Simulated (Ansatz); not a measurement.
# Cu2BrCl, space group R-3m: a Hubbard U by linear response

Computed with the Ansatz DFT code, driven from Python.

Input file `POSCAR`:
```text
Cu2BrCl
1.0
   1.85550995    1.07127917    6.04750866
  -1.85550995    1.07127917    6.04750866
   0.00000000   -2.14255834    6.04750866
Cu Br Cl
2 1 1
Direct
   0.24839700    0.24839700    0.24839700
   0.75160300    0.75160300    0.75160300
   0.00000000    0.00000000    0.00000000
   0.50000000    0.50000000    0.50000000
```

`lr_u_cu2brcl.py`
```python
import ansatz as az
from ase.io import read

atoms = read("POSCAR", format="vasp")
cu2brcl = az.Crystal.from_ase(atoms)

base = (
    cu2brcl.calculation()
    .functional("PBEsol")
    .basis(450)
    .kpoints(5)
    .occupations(az.OccupationsMethod.FIXED)
    .scf(tolerance=1e-08)
    .hubbard("Cu", "d", u_eff="linear-response")
    .hubbard_response(amplitude=0.05)
    .band_table()
)
found = []


def keep(event):
    if event["event"] == "lr_u_result":
        found.append(event["data"])


outcome = base.session().plan().execute(on_event=keep)
summary = outcome.report
for orbit in found[-1]["orbits"]:
    print(f"sites {orbit['sites']}: n0 = {orbit['n0']:.3f}, chi0 = {orbit['chi0_per_ev']:.4f}/eV, chi = {orbit['chi_per_ev']:.4f}/eV, U = {orbit['u_ev']:.2f} eV")
print("cycles:", found[-1]["n_cycles"], " band edges:", summary.get("band_edges_ev"))
```

`python lr_u_cu2brcl.py` gives:
```text
sites [0, 1]: n0 = 9.918, chi0 = -0.0298/eV, chi = -0.0210/eV, U = 14.19 eV
cycles: 1  band edges: [7.150908766972139, 9.44077254387151]
```

The run is spin-unpolarised. The structure comes from a database of computed cells and needn't be a stable or known phase. Gaps and levels are Kohn-Sham values on a finite set of k-points, without spin-orbit coupling. The computed U depends on the projectors, on the cell (the perturbed atoms see their images) and on the spin treatment typed in the script; a run with no .spin step is spin-unpolarised. Wall time of the script: 16 s on 1 thread of Intel(R) Xeon(R) Platinum 8488C (Sapphire Rapids), on a shared host, peak memory 0.6 GiB.

(Lines on the test bed's own set-up are left out of the output.)
